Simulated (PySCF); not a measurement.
# H8O4Pm (Pm(H2O)43+): the cost of one run

Computed with PySCF 2.14.0. Level: PBE0, Pm lcecp-1-SVP with ECP50, O def2-SVP, H def2-SVP; scalar-relativistic core potentials, no spin–orbit coupling.

1 further run of the same task is left out (for a known fault of the program).

## 1. The system as given

13 atoms, charge 3, spin multiplicity 1.

Bond lengths: Pm1–O2 2.510 Å, Pm1–O5 2.510 Å, Pm1–O8 2.510 Å, Pm1–O11 2.510 Å, O2–H3 0.970 Å, O2–H4 0.970 Å, O5–H6 0.970 Å, O5–H7 0.970 Å, O8–H9 0.970 Å, O8–H10 0.970 Å, O11–H12 0.970 Å, O11–H13 0.970 Å. Angles: O2–Pm1–O5 109.5°, O2–Pm1–O8 109.5°, O2–Pm1–O11 109.5°, O5–Pm1–O8 109.5°, O5–Pm1–O11 109.5°, O8–Pm1–O11 109.5°, Pm1–O2–H3 127.5°, Pm1–O2–H4 127.5°, H3–O2–H4 105.1°, Pm1–O5–H6 127.5°, Pm1–O5–H7 127.5°, H6–O5–H7 105.1°, Pm1–O8–H9 127.5°, Pm1–O8–H10 127.5°, H9–O8–H10 105.1°, Pm1–O11–H12 127.5°, Pm1–O11–H13 127.5°, H12–O11–H13 105.1°.

Geometry (Å):

```
Pm    0.00000    0.00000    0.00000
O     1.44910    1.44910    1.44910
H     1.78980    1.24530    2.33430
H     1.78980    2.33430    1.24530
O    -1.44910   -1.44910    1.44910
H    -1.78980   -1.24530    2.33430
H    -1.78980   -2.33430    1.24530
O     1.44910   -1.44910   -1.44910
H     1.78980   -2.33430   -1.24530
H     1.78980   -1.24530   -2.33430
O    -1.44910    1.44910   -1.44910
H    -1.78980    2.33430   -1.24530
H    -1.78980    1.24530   -2.33430
```

Formal oxidation states: Pm +3. Each metal's 4 4f electrons lie in its core potential, so multiplicities, spins and levels count the valence alone.

## 2. SCF at the start, singlet

The input, run.py (the lines that set the calculation):

```python
mol = gto.M(atom='''
Pm     0.00000     0.00000     0.00000
O      1.44910     1.44910     1.44910
H      1.78980     1.24530     2.33430
H      1.78980     2.33430     1.24530
O     -1.44910    -1.44910     1.44910
H     -1.78980    -1.24530     2.33430
H     -1.78980    -2.33430     1.24530
O      1.44910    -1.44910    -1.44910
H      1.78980    -2.33430    -1.24530
H      1.78980    -1.24530    -2.33430
O     -1.44910     1.44910    -1.44910
H     -1.78980     2.33430    -1.24530
H     -1.78980     1.24530    -2.33430''',
    basis={'Pm': 'lcecp-1-SVP', 'O': 'def2-SVP', 'H': 'def2-SVP'},
    ecp={'Pm': 'lcecp-1-SVP'},
    charge=3, spin=0)
mf = dft.RKS(mol, xc='PBE0')
mf.grids.atom_grid = (50, 194)  # f atoms: unpruned, at least (60, 302)
mf = mf.density_fit()  # fitting sets: Pm AutoAux, O def2-universal-JKFIT, H def2-universal-JKFIT
mf.conv_tol = 1e-08; mf.max_cycle = 55
mf.kernel(dm0)  # dm0: free metal ions and neutral atoms
```

Launch:

```
$ OMP_NUM_THREADS=2 python run.py
```

What time and memory should one allow on 2 threads of Arm Neoverse V2, shared host?

About 4 s, with a peak of 0.81 GiB.
